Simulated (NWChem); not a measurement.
**CH4BeO (BeMe(OH)) at B2PLYP/def2-SVP**

What is the energy difference between two shapes of CH4BeO (BeMe(OH)) at B2PLYP/def2-SVP? 

The results are computed with NWChem 7.3.0.

4 further runs of the same task are left out: 1 that didn't finish, 3 set aside as unsound or not needed.

### 1 The structure to begin with

The species is CH4BeO (7 atoms), meant as a singlet with charge 0. As SMILES, `[CH3][Be][OH]`. The shape comes from GFN2-xTB, which is rough for such elements, and wasn't checked as a minimum.

Bond lengths: Be1–C2 1.729 Å, Be1–O6 1.373 Å, C2–H3 1.088 Å, C2–H4 1.087 Å, C2–H5 1.087 Å, O6–H7 0.941 Å. Angles: C2–Be1–O6 175.7°, Be1–C2–H3 113.0°, Be1–C2–H4 112.4°, Be1–C2–H5 115.5°, Be1–O6–H7 170.7°, H3–C2–H4 105.0°, H3–C2–H5 105.0°, H4–C2–H5 105.1°.

### 2 The energy at B2PLYP/def2-SVP

Contents of ch4beo.xyz:

```xyz
7

Be    -0.006280    -0.015230    -0.652640
C     -0.078510     0.117290     1.069890
H      0.901910     0.084180     1.539690
H     -0.636430    -0.696800     1.525740
H     -0.541080     1.024400     1.449840
O      0.080980    -0.219140    -2.007930
H      0.279410    -0.294690    -2.924590
```

Contents of ch4beo.nw:

```
start ch4beo
memory stack 880 mb heap 220 mb global 1100 mb
charge 0

geometry units angstroms noautoz
   load format xyz ch4beo.xyz
end

basis spherical bse
   * library def2-SVP
end

dft
   xc hfexch 0.53 becke88 0.47 lyp 0.73 mp2 0.27
   dftmp2 semidirect
   grid fine
   direct
   mulliken
   print medium
end

mp2
   freeze core 2
end

task dft energy
```

Command:

```bash
$ nwchem ch4beo.nw > ch4beo.out
```

The program printed:

```text
[...]
          Wavefunction type:  closed shell.
          No. of atoms     :     7
          No. of electrons :    22
[...]
          Charge           :     0
          Spin multiplicity:     1
[...]
          AO basis - number of functions:    57
[...]
              XC Information
              --------------
                     Hartree-Fock (Exact) Exchange  0.530
                    Becke 1988 Exchange Functional  0.470
              Lee-Yang-Parr Correlation Functional  0.730
[...]
 d= 0,ls=0.0,diis     1   -130.1119867508 -1.80D+02  1.36D-02  5.82D-01     0.7
[...]
 d= 0,ls=0.0,diis     7   -130.1817340662 -1.44D-07  2.98D-06  1.38D-08     3.4
         Total DFT energy =     -130.181734066199
      One electron energy =     -276.353829130427
           Coulomb energy =      114.139802880693
    Exchange-Corr. energy =      -18.192253559743
 Nuclear repulsion energy =       50.224545743279
[...]
      Total Density - Mulliken Population Analysis
     ---------------------------------------------
    Atom       Charge   Shell Charges
 -----------   ------   -------------------------------------------------------
    1 Be   4     3.44   1.99  0.33  0.04  0.93  0.14
    2 C    6     6.31   1.99  0.87  0.24  2.09  1.10  0.02
    3 H    1     0.97   0.74  0.21  0.03
    4 H    1     0.97   0.74  0.21  0.03
    5 H    1     0.97   0.74  0.21  0.03
    6 O    8     8.55   1.99  1.04  0.64  2.94  1.94  0.00
    7 H    1     0.79   0.68  0.04  0.07
[...]
  Basis functions       =     57
[...]
```

Wall time 4.5 s (1 thread of Intel Xeon at 2.60GHz (Ice Lake), shared host); peak memory 0.13 GiB.

### 3 The distorted shape

Contents of ch4beo.nw:

```
start ch4beo
title "CH4BeO B2PLYP"
memory 2200 mb

geometry units angstroms noautoz
   Be     0.020452     0.087665    -0.537596
   C     -0.128856     0.052284     1.049788
   H      0.903887     0.114968     1.562842
   H     -0.662834    -0.700597     1.482344
   H     -0.480805     0.940083     1.535513
   O      0.067259    -0.303172    -2.005723
   H      0.247977    -0.273802    -2.869790
end

basis spherical bse
   * library def2-SVP
end

dft
   xc hfexch 0.53 becke88 0.47 lyp 0.73 mp2 0.27
   dftmp2 semidirect
   mult 1
   grid fine
   direct
   mulliken
   noprint "final vectors analysis"
end

mp2
   freeze core 2
end

task dft energy
```

Command:

```bash
$ nwchem ch4beo.nw > ch4beo.out
```

The program printed:

```text
[...]
          Wavefunction type:  closed shell.
          No. of atoms     :     7
          No. of electrons :    22
[...]
          Charge           :     0
          Spin multiplicity:     1
[...]
          AO basis - number of functions:    57
[...]
              XC Information
              --------------
                     Hartree-Fock (Exact) Exchange  0.530
                    Becke 1988 Exchange Functional  0.470
              Lee-Yang-Parr Correlation Functional  0.730
[...]
 d= 0,ls=0.0,diis     1   -130.0804058244 -1.80D+02  1.45D-02  5.95D-01     0.6
[...]
 d= 0,ls=0.0,diis     7   -130.1540723626 -1.81D-07  3.36D-06  1.90D-08     3.4
         Total DFT energy =     -130.154072362584
      One electron energy =     -276.275526150328
           Coulomb energy =      114.156283551691
    Exchange-Corr. energy =      -18.220774984292
 Nuclear repulsion energy =       50.185945220347
[...]
      Total Density - Mulliken Population Analysis
     ---------------------------------------------
    Atom       Charge   Shell Charges
 -----------   ------   -------------------------------------------------------
    1 Be   4     3.44   1.99  0.40  0.01  0.89  0.16
    2 C    6     6.25   1.99  0.87  0.17  2.15  1.06  0.02
    3 H    1     0.97   0.71  0.24  0.02
    4 H    1     0.98   0.76  0.19  0.03
    5 H    1     0.98   0.74  0.21  0.03
    6 O    8     8.55   1.99  1.03  0.65  2.92  1.96  0.00
    7 H    1     0.83   0.72  0.03  0.08
[...]
  Basis functions       =     57
[...]
```

Run time: 4.5 s. Hardware: 1 thread of Intel Xeon at 2.60GHz (Ice Lake), shared host; peak memory 0.13 GiB.

### 4 Results

At B2PLYP/def2-SVP, 2 core orbitals frozen:

| quantity | value |
| --- | --- |
| first shape: total energy | -130.30263 Eh |
| first shape: dipole moment (SCF part) | 1.47 D |
| first shape: HOMO energy (SCF part's orbitals) | -9.52 eV |
| first shape: LUMO energy (SCF part's orbitals) | 1.30 eV |
| first shape: HOMO–LUMO gap (SCF part's orbitals) | 10.82 eV |
| distorted shape: total energy | -130.27534 Eh |
| distorted shape: dipole moment (SCF part) | 1.11 D |
| energy change with the atoms displaced | 0.742 eV |

With the atoms displaced the energy rises by 0.74 eV (71.6 kJ/mol). The first shape isn't relaxed at this level, so the change isn't measured from a minimum. Mulliken charges (first shape) run from -0.55 on O6 to +0.56 on Be1.
